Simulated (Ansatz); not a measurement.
# C₃H₆Si: how energies converge with the basis set

The task here is to estimate one member of a computed series from the others.

The runs use Ansatz 0.2.0, Gaussian basis; one geometry, several basis sets.

The runs, in order: PBE0-D4/def2-SVP; ωB97M-V/def2-SVP; PBE0-D4/def2-QZVPP; ωB97M-V/def2-QZVPP; the functionals' def2-TZVPP values are taken from earlier runs.

### The relaxed structure

An earlier PBE0-D4 in a triple-zeta def2 set relaxation fixed the geometry.

SMILES `C=C1C[SiH2]1`, 10 atoms, charge 0, spin multiplicity 1.

Atoms are counted from 1 here; the program's logs count them from 0.

Bond lengths: C1–C2 1.320 Å, C1–H5 1.088 Å, C1–H6 1.085 Å, C2–C3 1.508 Å, C2–Si4 1.817 Å, C3–Si4 1.868 Å, C3–H7 1.089 Å, C3–H8 1.089 Å, Si4–H9 1.479 Å, Si4–H10 1.479 Å. Angles: C2–C1–H5 121.7°, C2–C1–H6 121.5°, H5–C1–H6 116.8°, C1–C2–C3 136.8°, C1–C2–Si4 155.6°, C3–C2–Si4 67.6°, C2–C3–Si4 64.1°, C2–C3–H7 116.7°, C2–C3–H8 116.7°, Si4–C3–H7 119.3°, Si4–C3–H8 119.3°, H7–C3–H8 112.5°, C2–Si4–C3 48.3°, C2–Si4–H9 120.2°, C2–Si4–H10 120.2°, C3–Si4–H9 119.4°, C3–Si4–H10 119.4°, H9–Si4–H10 114.0°.

The first run:

The input, in.yaml:

```yaml
crystal:
  periodic: [false, false, false]
  atoms:
    - {symbol: C, position_ang: [-1.602793, 0.350699, -0.643035]}
    - {symbol: C, position_ang: [-0.415016, 0.123422, -0.114244]}
    - {symbol: C, position_ang: [0.806294, -0.689383, -0.463347]}
    - {symbol: Si, position_ang: [0.905491, 0.293457, 1.122324]}
    - {symbol: H, position_ang: [-1.909914, -0.110739, -1.579724]}
    - {symbol: H, position_ang: [-2.320689, 1.007091, -0.161782]}
    - {symbol: H, position_ang: [1.379656, -0.363358, -1.329706]}
    - {symbol: H, position_ang: [0.704595, -1.772359, -0.413619]}
    - {symbol: H, position_ang: [0.804779, -0.410659, 2.419609]}
    - {symbol: H, position_ang: [1.730697, 1.520630, 1.166525]}
basis:
  gaussian: {orbitals: def2-SVP}
hamiltonian: {xc: pbe0, dispersion: d4}
output: {orbitals: {seedname: orbitals}}
```

Started as:

```bash
> ansatz run in.yaml --threads 2 --pin off --events-out ev --progress --plain --max-ram 4352MiB
```

Steps of the session up to this table: PBE0-D4 in def2-SVP; ωB97M-V in def2-SVP; PBE0-D4 in def2-QZVPP; ωB97M-V in def2-QZVPP.

One of the session's tables, all rows but one given; the rest of the session is left out.

It belongs to the step «Density functionals: the series». 

| functional | basis | HOMO (eV) |
| --- | --- | --- |
| PBE0-D4 | def2-SVP | -7.27 |
| PBE0-D4 | def2-TZVPP | ? |
| PBE0-D4 | def2-QZVPP | -7.29 |
| ωB97M-V | def2-SVP | -9.42 |
| ωB97M-V | def2-TZVPP | -9.46 |
| ωB97M-V | def2-QZVPP | -9.47 |

Estimate the missing values for PBE0-D4, def2-TZVPP.

The run gave: HOMO (eV): -7.28. In the column «HOMO (eV)» it lies between PBE0-D4, def2-QZVPP (-7.29) and PBE0-D4, def2-SVP (-7.27).
